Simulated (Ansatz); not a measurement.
# Br3HOSi: a ladder of functionals and wavefunction methods

Aim: compute Br3HOSi with functionals from several rungs and with coupled cluster. The yardstick is the atomisation energy at the CCSD(T) limit.

The runs use Ansatz 0.2.0, Gaussian basis; functionals in def2-TZVPP, the program's frozen cores in correlated methods.

Plan: LDA (SPW92), PBE-D4, revPBE-D4, BLYP-D4, r2SCAN-D4, B97M-V, PBE0-D4, B3LYP-D4, r2SCANh-D4, r2SCAN0-D4, HSE06-D4, BHLYP-D4, CAM-B3LYP-D4, LC-ωPBE, ωB97X-V, ωB97M-V, B2PLYP, PBE-QIDH; CCSD(T)/def2-SVP; CCSD(T)/def2-TZVPP; MP2/def2-QZVPP; extrapolation to the limit; RPA on PBE.

**1. Structure used throughout**

All runs share one geometry, relaxed beforehand with PBE0-D4 in a triple-zeta def2 set.

SMILES `O[Si](Br)(Br)Br`, 6 atoms, charge 0, spin multiplicity 1.

Atoms are counted from 1 here; the program's logs count them from 0.

Bond lengths: O1–Si2 1.620 Å, O1–H6 0.960 Å, Si2–Br3 2.202 Å, Si2–Br4 2.202 Å, Si2–Br5 2.185 Å. Angles: Si2–O1–H6 117.9°, O1–Si2–Br3 111.0°, O1–Si2–Br4 111.0°, O1–Si2–Br5 106.3°, Br3–Si2–Br4 108.0°, Br3–Si2–Br5 110.3°, Br4–Si2–Br5 110.3°.

**2. LDA**

This LDA is Slater exchange with PW92 correlation.

Contents of in.yaml:

```yaml
crystal:
  periodic: [false, false, false]
  atoms:
    - {symbol: O, position_ang: [-0.845092, 0.397926, 0.993150]}
    - {symbol: Si, position_ang: [0.172582, 0.069432, -0.223580]}
    - {symbol: Br, position_ang: [1.986817, -0.935834, 0.516043]}
    - {symbol: Br, position_ang: [-0.777897, -1.246547, -1.711538]}
    - {symbol: Br, position_ang: [0.686842, 1.990148, -1.129351]}
    - {symbol: H, position_ang: [-1.181151, -0.339226, 1.509075]}
basis:
  gaussian: {orbitals: def2-TZVPP}
hamiltonian: {xc: lda}
output: {orbitals: {seedname: orbitals}}
```

Run with:

```console
ansatz run in.yaml --threads 4 --pin off --events-out ev --progress --plain --max-ram 11315MiB
```

The runs that follow: PBE-D4 (GGA); revPBE-D4 (GGA); BLYP-D4 (GGA); r2SCAN-D4 (meta-GGA); B97M-V (meta-GGA); PBE0-D4 (hybrid); B3LYP-D4 (hybrid); r2SCANh-D4 (hybrid); r2SCAN0-D4 (hybrid); HSE06-D4 (hybrid); BHLYP-D4 (hybrid); CAM-B3LYP-D4 (range-separated); LC-ωPBE (range-separated); ωB97X-V (range-separated); ωB97M-V (range-separated); B2PLYP (double hybrid); PBE-QIDH (double hybrid); CCSD(T) in def2-SVP; CCSD(T) in def2-TZVPP; MP2 in def2-QZVPP; RPA on PBE orbitals.

**Question.** What will the summary of the whole plan be? Wanted: atomisation energy, CCSD(T)/CBS; farthest beyond LDA; mean size of error, GGA; mean size of error, meta-GGA; mean size of error, hybrid; mean size of error, range-separated; mean size of error, double hybrid; gap, smallest and largest; T1 diagnostic.

The runs gave:

| quantity | value |
| --- | --- |
| atomisation energy, CCSD(T)/CBS | 1998.8 kJ/mol |
| functionals within 20.0 kJ/mol (1.0 %) | PBE-D4, r2SCAN-D4 |
| farthest beyond LDA | BHLYP-D4 (-130.0 kJ/mol) |
| mean size of error, GGA | 45.4 kJ/mol |
| mean size of error, meta-GGA | 22.0 kJ/mol |
| mean size of error, hybrid | 59.3 kJ/mol |
| mean size of error, range-separated | 53.2 kJ/mol |
| mean size of error, double hybrid | 58.7 kJ/mol |
| gap, smallest and largest | 5.25 eV (LDA (SPW92)), 12.54 eV (LC-ωPBE) |
| T1 diagnostic | 0.0080 |
| triples share of the correlation energy | 3.5 % |

The LDA atomisation energy is off by 293.3 kJ/mol (15 %): it overbinds. PBE-D4 misses by +5.1 kJ/mol. Double hybrids carry the basis error of their MP2 part in triple zeta, and no dispersion term here, so their miss is partly the set-up's. Taken by rung, meta-GGA functionals do best (22.0 kJ/mol on average) and hybrid ones worst beyond LDA (59.3 kJ/mol). double hybrid functionals lie within the reference's doubt of that worst mean (58.7 kJ/mol), so those two tie. The mean of the hybrids holds BHLYP, with half exact exchange. Misses under about 20.0 kJ/mol are within the doubt on the reference itself, which lacks core-valence correlation, relativity and higher excitations, and its outer-core shells are covered unevenly. All levels share the lack of spin-orbit coupling, which lowers the free heavy atoms and so the true binding. Hartree-Fock recovers 68 % of the binding; the rest is correlation. CCSD(T) in def2-SVP is off by -239.4 kJ/mol, which most functionals beat. Orbital gaps span 5.3 to 12.5 eV; exact exchange widens them. Correlated methods include outer-core shells of Br, which these sets cover unevenly.
